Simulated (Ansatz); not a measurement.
Task: band-curvature effective masses by finite differences of RbBH4, space group F-43m, with the Ansatz DFT code, driven from Python. Give the script and its output. Settings (first run): r2SCAN, PAW, the default cutoff (500 eV here), 4×4×4 k-points, fixed occupations.

```xyz
6
Lattice="0.0000 3.4532 3.4532 3.4532 0.0000 3.4532 3.4532 3.4532 0.0000" Properties=species:S:1:pos:R:3 pbc="T T T"
Rb    0.0000    0.0000    0.0000
B     3.4532    3.4532    3.4532
H     4.1606    4.1606    4.1606
H     4.1606    2.7459    2.7459
H     2.7459    2.7459    4.1606
H     2.7459    4.1606    2.7459
```

Script `mass_rbbh4.py`:
```python
# -*- coding: utf-8 -*-
'''Effective masses of RbBH4 by finite differences.'''

import argparse
import logging
import sys

import ansatz
from ase import Atoms
import numpy as np

logging.basicConfig(stream=sys.stdout, format='%(name)s: %(message)s')
logger = logging.getLogger('run')
logger.setLevel(logging.INFO)

parser = argparse.ArgumentParser(description='Effective masses of RbBH4 by finite differences.')
parser.add_argument('--filling', default='fixed', help='how the bands are filled')
args = parser.parse_args()

atoms = Atoms(
    ['Rb', 'B', 'H', 'H', 'H', 'H'],
    scaled_positions=[
        [0.0, 0.0, 0.0],
        [0.5, 0.5, 0.5],
        [0.602415, 0.602415, 0.602415],
        [0.192754, 0.602415, 0.602415],
        [0.602415, 0.602415, 0.192754],
        [0.602415, 0.192754, 0.602415],
    ],
    cell=[
        [0.0, 3.45324, 3.45324],
        [3.45324, 0.0, 3.45324],
        [3.45324, 3.45324, 0.0],
    ],
    pbc=True,
)
rbbh4 = ansatz.Crystal.from_ase(atoms)

job = (
    rbbh4.calculation()
    .functional(ansatz.Functional.R2SCAN)
    .kpoints(4)
    .occupations(args.filling)
)
# find the band extrema among the mesh points first
out = job.band_table().run(threads=1)
rep = out.report
levels = np.array(rep['eigenvalues_ev'])
filled = round(rep['n_electrons'] / 2)
edges = {'top filled band': (filled - 1, levels[:, filled - 1].argmax()), 'lowest empty band': (filled, levels[:, filled].argmin())}
gap = levels[:, filled].min() - levels[:, filled - 1].max()
logger.info(f'gap on the mesh {gap:.3f} eV')
if gap <= 0.05:
    logger.info('no gap: band-edge masses have no meaning here')
    edges = {}
reciprocal = 2 * np.pi * np.linalg.inv(out.lattice.cell_ang).T
step = 0.03  # 1/A

# second differences give the curvature tensor; masses are hbar^2/m_e = 7.61996 eV A^2 over its eigenvalues
pairs = [(0, 1), (0, 2), (1, 2)]
moves = [sign * axis for axis in np.eye(3) for sign in (-1, 1)]
moves += [s1 * np.eye(3)[i] + s2 * np.eye(3)[j] for i, j in pairs for s1 in (1, -1) for s2 in (1, -1)]
for name, (band, index) in edges.items():
    together = int(np.sum(np.abs(levels[index] - levels[index, band]) < 2e-3))
    print(name, 'at k =', np.round(rep['kpoints_frac'][index], 4), f'E = {levels[index, band]:.4f} eV, degeneracy {together}')
    centre = np.array(rep['kpoints_frac'][index]) @ reciprocal
    points = [centre] + [centre + step * move for move in moves]
    table = job.band_structure(points, intervals=1, cartesian=True).run(threads=1).band_structure().channels[0].eigenvalues_ev
    if together > 1:
        level = np.flatnonzero(np.abs(levels[index] - levels[index, band]) < 2e-3)
        along = (table[1, level] + table[2, level] - 2 * table[0, level]) / step ** 2
        print('  degenerate level, no single mass tensor; masses of its branches along x:', np.round(7.61996 / along, 3), 'm_e')
        continue
    e = table[:, band]
    hessian = np.diag((e[1:7:2] + e[2:7:2] - 2 * e[0]) / step ** 2)
    for (i, j), (pp, pm, mp, mm) in zip(pairs, e[7:].reshape(3, 4)):
        hessian[i, j] = hessian[j, i] = (pp - pm - mp + mm) / (4 * step ** 2)
    curvatures, axes = np.linalg.eigh(hessian)
    slope = (e[2:7:2] - e[1:7:2]) / (2 * step)
    print('  slope (eV A):', np.round(slope, 3) + 0.0, '' if np.abs(slope).max() < 0.05 else '- no extremum here, so these are local curvatures and no band-edge masses')
    for curvature, axis in zip(curvatures, axes.T):
        print(f'  principal mass {7.61996 / curvature:8.3f} m_e along', np.round(axis, 2) + 0.0)
```

```console
$ python mass_rbbh4.py
DeckWarning: the atoms were moved onto the symmetric positions of the space group found under crystal.symmetry.tolerance 1.0e-5 (fractional; no operation is sought that the atoms, as they stand in a [...]
DeckWarning: basis.ecutwfc = 500 eV, auto-derived from the records' recommended cutoffs: set by Rb (their level for a meta-GGA)
run: gap on the mesh 6.477 eV
top filled band at k = [0. 0. 0.] E = -1.2712 eV, degeneracy 3
  degenerate level, no single mass tensor; masses of its branches along x: [-0.688 -7.653 -7.653] m_e
lowest empty band at k = [ 0.  -0.5 -0.5] E = 5.2060 eV, degeneracy 1
  slope (eV A): [0. 0. 0.]
  principal mass    1.998 m_e along [1. 0. 0.]
  principal mass    0.491 m_e along [0.   0.19 0.98]
  principal mass    0.491 m_e along [ 0.   -0.98  0.19]
```
(Warnings from the package without file and line, shortened.)

Notes:
- Semilocal gaps usually lie well under measured ones.
- The structure comes from a database of computed cells and needn't be a stable or known phase.
- Gaps and levels are Kohn-Sham values on a finite set of k-points, without spin-orbit coupling.
- The masses are finite-difference curvatures at extrema found on a coarse mesh, which needn't be the true band edges; a step that is long against the gap makes them too heavy. Negative values are curvatures of valence bands (the hole mass is their size). Spin-orbit coupling is left out, and light masses scale with the Kohn-Sham gap.
- The whole script took 6.1 s on 1 thread of Intel(R) Xeon(R) 6975P-C (Granite Rapids), with other jobs on the host, peak memory 0.54 GiB.
